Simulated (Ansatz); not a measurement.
CuPd, space group R-3m: an equation of state with a fit, run with Ansatz 0.2.0, Python API.

`cupd_eos.py`:
```python
"""Energy against volume for CuPd, with a fit."""

import warnings

import ansatz as az
import numpy as np

FUNCTIONAL = "pbesol"
SMEARING = "fermi_dirac"
ECUT = 500
MESH = (12, 12, 12)

VECTORS = np.array([
    [1.354577, 0.782065, 4.218955],
    [-1.354577, 0.782065, 4.218955],
    [0.0, -1.56413, 4.218955],
])
SITES = [
    ("Cu", (0.0, 0.0, 0.0)),
    ("Pd", (0.5, 0.5, 0.5)),
]


def make_crystal(cell):
    crystal = az.Crystal(lattice=az.Lattice.of(cell))
    for symbol, position in SITES:
        crystal = crystal.atom(symbol, position)
    return crystal

warnings.simplefilter("ignore", az.DeckWarning)

# uniform scaling of the cell
volumes, energies = [], []
for scale in np.linspace(0.88, 1.12, 7):
    cell = VECTORS * scale ** (1 / 3)
    job = (
        make_crystal(cell).calculation()
        .functional(FUNCTIONAL)
        .occupations(SMEARING)
        .basis(ECUT)
        .kpoints(*MESH)
    )
    data = job.run().report
    volumes.append(abs(np.linalg.det(cell)) / len(SITES))
    energies.append(data["free_energy_ev"] / len(SITES))
    print(f"V = {volumes[-1]:8.4f} A^3/atom  F = {energies[-1]:.5f} eV/atom")

# third-order Birch-Murnaghan: a cubic in V^(-2/3)
x = np.array(volumes) ** (-2 / 3)
poly = np.polynomial.Polynomial.fit(x, energies, 3).convert()
roots = poly.deriv().roots()
x0 = min((r.real for r in roots if abs(r.imag) < 1e-9 and poly.deriv(2)(r.real) > 0), key=lambda r: abs(r - x.mean()))
v0 = x0 ** -1.5
b0 = 4 / 9 * poly.deriv(2)(x0) * v0 ** (-7 / 3) * 160.21766
b1 = 4 + 2 / 3 * x0 * poly.deriv(3)(x0) / poly.deriv(2)(x0)
print(f"V0 = {v0:.4f} A^3/atom, B0 = {b0:.1f} GPa, dB/dP = {b1:.2f}")
```

Its results, one of them left out:

| V (Å³/atom) | F less the lowest row shown (meV/atom) |
| --- | --- |
| 11.799 | ? |
| 12.336 | 27.53 |
| 12.872 | 0.00 |
| 13.408 | 1.04 |
| 13.945 | 24.21 |
| 14.481 | 64.45 |
| 15.017 | 117.79 |

What is the missing energy at 11.799 Å³ an atom?

A third-order Birch-Murnaghan fit, E = E0 + (9 V0 B0 / 16) [(t - 1)³ B' + (t - 1)² (6 - 4t)] with t = (V0/V)^(2/3), through the 6 rows shown gives V0 = 13.112 Å³, B0 = 185.1 GPa, B' = 5.28 and E0 = -2.65 meV. At V = 11.799 Å³, t = 1.07286, and the fit extrapolates to 92.05 meV. The run gave 91.88 meV, a miss of 0.18 meV.

Caveats:
- Shape and fractional positions are held along the curve, so the bulk modulus is an upper value where they are free to relax.
- For a metal this k-point mesh is coarse: on a finer one energies can move by several to tens of meV an atom and pressures by half a GPa or more, differences at one mesh by less.
- The structure comes from a database of computed cells and needn't be a stable or known phase.
- Wall time of the script: 42 s on 1 thread of Arm Neoverse V2, with other jobs on the host, peak memory 0.51 GiB.
